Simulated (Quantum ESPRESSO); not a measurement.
A run of Quantum ESPRESSO 7.5 is set up as follows.

Contents of pw.in:

```
&CONTROL
  calculation = 'scf'
  prefix = 'pwscf'
  outdir = './tmp'
  pseudo_dir = './pseudo'
  tprnfor = .true.
  tstress = .true.
  disk_io = 'low'
/
&SYSTEM
  ibrav = 0
  nat = 3
  ntyp = 3
  ecutwfc = 36
  ecutrho = 216
  nbnd = 12
  occupations = 'smearing'
  smearing = 'mv'
  degauss = 0.00367493
/
&ELECTRONS
  conv_thr = 6d-10
  electron_maxstep = 120
  mixing_beta = 0.5
/
ATOMIC_SPECIES
Li     6.9400 Li.GGA_PBE-JTH.UPF
Si    28.0850 Si.GGA_PBE-JTH.UPF
P     30.9738 P.GGA_PBE-JTH.UPF
CELL_PARAMETERS angstrom
   2.0288322600   -2.1599019800    0.0000000000
   2.0288322600    2.1599019800    0.0000000000
   0.0000000000    0.0000000000    5.4450453500
ATOMIC_POSITIONS crystal
Li     0.5000000000    0.5000000000    0.5000000000
Si     0.5000000000    0.5000000000    0.0000000000
P      0.0000000000    0.0000000000    0.0000000000
K_POINTS automatic
9 9 5 0 0 0
```

bands.in

```
&CONTROL
  calculation = 'bands'
  prefix = 'pwscf'
  outdir = './tmp'
  pseudo_dir = './pseudo'
  disk_io = 'low'
  verbosity = 'high'
/
&SYSTEM
  ibrav = 0
  nat = 3
  ntyp = 3
  ecutwfc = 36
  ecutrho = 216
  nbnd = 12
  occupations = 'smearing'
  smearing = 'mv'
  degauss = 0.00367493
/
&ELECTRONS
  conv_thr = 1d-08
  electron_maxstep = 120
  mixing_beta = 0.5
  diago_full_acc = .true.
/
ATOMIC_SPECIES
Li     6.9400 Li.GGA_PBE-JTH.UPF
Si    28.0850 Si.GGA_PBE-JTH.UPF
P     30.9738 P.GGA_PBE-JTH.UPF
CELL_PARAMETERS angstrom
   2.0288322600   -2.1599019800    0.0000000000
   2.0288322600    2.1599019800    0.0000000000
   0.0000000000    0.0000000000    5.4450453500
ATOMIC_POSITIONS crystal
Li     0.5000000000    0.5000000000    0.5000000000
Si     0.5000000000    0.5000000000    0.0000000000
P      0.0000000000    0.0000000000    0.0000000000
K_POINTS crystal
60
 0.0000000000  0.0000000000  0.0000000000 1
 0.0672255746  0.0672255746  0.0000000000 1
 0.1344511492  0.1344511492  0.0000000000 1
 0.2016767238  0.2016767238  0.0000000000 1
 0.2689022984  0.2689022984  0.0000000000 1
 0.3361278730  0.3361278730  0.0000000000 1
 0.4033534476  0.4033534476  0.0000000000 1
 0.4705790222  0.4705790222  0.0000000000 1
 0.3764632178  0.4764632178  0.0000000000 1
 0.2823474133  0.4823474133  0.0000000000 1
 0.1882316089  0.4882316089  0.0000000000 1
 0.0941158044  0.4941158044  0.0000000000 1
 0.0000000000  0.5000000000  0.0000000000 1
 0.0000000000  0.5000000000  0.1666666667 1
 0.0000000000  0.5000000000  0.3333333333 1
 0.0000000000  0.5000000000  0.5000000000 1
 0.0941158044  0.4941158044  0.5000000000 1
 0.1882316089  0.4882316089  0.5000000000 1
 0.2823474133  0.4823474133  0.5000000000 1
 0.3764632178  0.4764632178  0.5000000000 1
 0.4705790222  0.4705790222  0.5000000000 1
 0.4117566444  0.4117566444  0.5000000000 1
 0.3529342667  0.3529342667  0.5000000000 1
 0.2941118889  0.2941118889  0.5000000000 1
 0.2352895111  0.2352895111  0.5000000000 1
 0.1764671333  0.1764671333  0.5000000000 1
 0.1176447556  0.1176447556  0.5000000000 1
 0.0588223778  0.0588223778  0.5000000000 1
 0.0000000000  0.0000000000  0.5000000000 1
 0.0000000000  0.0000000000  0.3333333333 1
 0.0000000000  0.0000000000  0.1666666667 1
 0.0000000000  0.0000000000  0.0000000000 1
-0.0555555556  0.0555555556  0.0000000000 1
-0.1111111111  0.1111111111  0.0000000000 1
-0.1666666667  0.1666666667  0.0000000000 1
-0.2222222222  0.2222222222  0.0000000000 1
-0.2777777778  0.2777777778  0.0000000000 1
-0.3333333333  0.3333333333  0.0000000000 1
-0.3888888889  0.3888888889  0.0000000000 1
-0.4444444444  0.4444444444  0.0000000000 1
-0.5000000000  0.5000000000  0.0000000000 1
-0.4705790222  0.5294209778  0.0000000000 1
-0.4705790222  0.5294209778  0.1666666667 1
-0.4705790222  0.5294209778  0.3333333333 1
-0.4705790222  0.5294209778  0.5000000000 1
-0.5000000000  0.5000000000  0.5000000000 1
-0.5000000000  0.5000000000  0.3333333333 1
-0.5000000000  0.5000000000  0.1666666667 1
-0.5000000000  0.5000000000  0.0000000000 1
 0.0000000000  0.0000000000  0.5000000000 1
-0.0500000000  0.0500000000  0.5000000000 1
-0.1000000000  0.1000000000  0.5000000000 1
-0.1500000000  0.1500000000  0.5000000000 1
-0.2000000000  0.2000000000  0.5000000000 1
-0.2500000000  0.2500000000  0.5000000000 1
-0.3000000000  0.3000000000  0.5000000000 1
-0.3500000000  0.3500000000  0.5000000000 1
-0.4000000000  0.4000000000  0.5000000000 1
-0.4500000000  0.4500000000  0.5000000000 1
-0.5000000000  0.5000000000  0.5000000000 1
```

Potentials or basis: JTH 2.0 PBE.

Command:

```console
$ OMP_NUM_THREADS=1 pw.x -in pw.in > pw.out
$ OMP_NUM_THREADS=1 pw.x -in bands.in > bands.out
```

Predict the band gap on the k mesh.

none (metal or under the smearing width).

What does it give for the pressure?

32.9 GPa.

Levels at the corners of the path, in eV from the Fermi level:
| point | band 2 | band 3 | band 4 | band 5 | band 6 | band 7 | band 8 | band 9 | band 10 | band 11 |
| --- | --- | --- | --- | --- | --- | --- | --- | --- | --- | --- |
| Γ | -16.45 | -6.79 | -3.48 | -2.22 | -1.97 | 1.17 | 2.46 | 5.46 | 8.45 | 8.80 |
| X | -10.26 | -8.80 | -8.68 | -5.89 | -0.99 | 0.51 | 2.53 | 3.31 | 3.37 | 3.83 |
| S | -13.20 | -11.61 | -3.25 | -2.50 | -0.55 | 0.41 | 1.75 | 2.39 | 5.18 | 6.68 |
| R | -13.18 | -11.61 | -3.89 | -2.62 | -0.54 | 1.77 | 2.78 | 3.28 | 4.77 | 6.42 |
| A | -10.24 | -8.78 | -8.67 | -5.92 | -1.25 | 0.50 | 1.00 | 2.23 | 6.83 | 6.97 |
| Z | -16.44 | -7.14 | -3.47 | -2.20 | 0.65 | 1.19 | 1.31 | 2.92 | 6.62 | 7.60 |
| Γ | -16.45 | -6.79 | -3.48 | -2.22 | -1.97 | 1.17 | 2.46 | 5.46 | 8.45 | 8.80 |
| Y | -10.12 | -8.83 | -8.62 | -6.16 | -0.98 | 0.81 | 2.50 | 2.98 | 3.28 | 4.10 |
| X1 | -10.26 | -8.80 | -8.68 | -5.89 | -0.99 | 0.51 | 2.53 | 3.31 | 3.37 | 3.83 |
| A1 | -10.24 | -8.78 | -8.67 | -5.92 | -1.25 | 0.50 | 1.00 | 2.23 | 6.83 | 6.97 |
| T | -10.11 | -8.81 | -8.60 | -6.20 | -1.20 | 0.96 | 1.01 | 1.62 | 6.80 | 7.19 |
| Y | -10.12 | -8.83 | -8.62 | -6.16 | -0.98 | 0.81 | 2.50 | 2.98 | 3.28 | 4.10 |
| Z | -16.44 | -7.14 | -3.47 | -2.20 | 0.65 | 1.19 | 1.31 | 2.92 | 6.62 | 7.60 |
| T | -10.11 | -8.81 | -8.60 | -6.20 | -1.20 | 0.96 | 1.01 | 1.62 | 6.80 | 7.19 |

Caveat: the cutoff is low for these files, which shifts pressure and relaxed volume; a pressure of tens of GPa on the cell as given is suspect, and the run, the potentials or the cell itself is likely at fault.
